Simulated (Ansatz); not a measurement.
# FGeH3: the cost of one run

Computed with Ansatz 0.2.0, Gaussian basis. Level: PBE0-D4/def2-SVP.

### 1 The starting structure

The first end: 5 atoms, charge 0, spin multiplicity 1.

Atoms are counted from 1 here; the program's logs count them from 0.

Bond lengths: Ge1–H4 1.599 Å, Ge1–H5 1.604 Å, H2–F3 0.927 Å. Angles: H4–Ge1–H5 90.4°.

Coordinates:

```mol
FGeH3
  3D, bonds by distance, orders not assigned

  5  3  0  0  0  0  0  0  0  0999 V2000
   -1.1022   -0.5544   -0.1913 Ge  0  0
    1.4349    0.2425    0.0145 H   0  0
    1.2346   -0.3788   -0.6440 F   0  0
   -1.0366    1.0187   -0.4690 H   0  0
   -0.5307   -0.3280    1.2899 H   0  0
  1  4  8  0
  1  5  8  0
  2  3  8  0
M  END
```

The second end:

```
Ge   -0.6869   -0.5623   -0.6344
H     0.3569    0.3656    1.2405
F     0.8470   -0.4544   -1.4955
H    -0.8871    1.0300   -0.5113
H     0.3702   -0.3788    1.4006
```

### 2 The band at PBE0-D4/def2-SVP

neb/in.yaml reads:

```yaml
crystal:
  periodic: [false, false, false]
  atoms:
    - {symbol: Ge, position_ang: [-1.102201, -0.554365, -0.191349]}
    - {symbol: H, position_ang: [1.434923, 0.242479, 0.014455]}
    - {symbol: F, position_ang: [1.234633, -0.378817, -0.644021]}
    - {symbol: H, position_ang: [-1.036617, 1.018749, -0.468983]}
    - {symbol: H, position_ang: [-0.530739, -0.328046, 1.289899]}
basis:
  gaussian: {orbitals: def2-SVP}
hamiltonian: {xc: pbe0, dispersion: d4}
neb:
  images: 5
  climbing: true
  max_iterations: 40
  initial_path: idpp
  final_atoms:
    - {symbol: Ge, position_ang: [-0.686925, -0.562290, -0.634361]}
    - {symbol: H, position_ang: [0.356891, 0.365582, 1.240523]}
    - {symbol: F, position_ang: [0.846957, -0.454447, -1.495535]}
    - {symbol: H, position_ang: [-0.887075, 1.029958, -0.511265]}
    - {symbol: H, position_ang: [0.370153, -0.378803, 1.400637]}
```

Run with:

```
$ ansatz run in.yaml --threads 2 --pin off --events-out ev --progress --plain --max-ram 4352MiB
```

**Question.** How long does this run take on 2 threads of Arm Neoverse V2, shared host?

About 63 s.
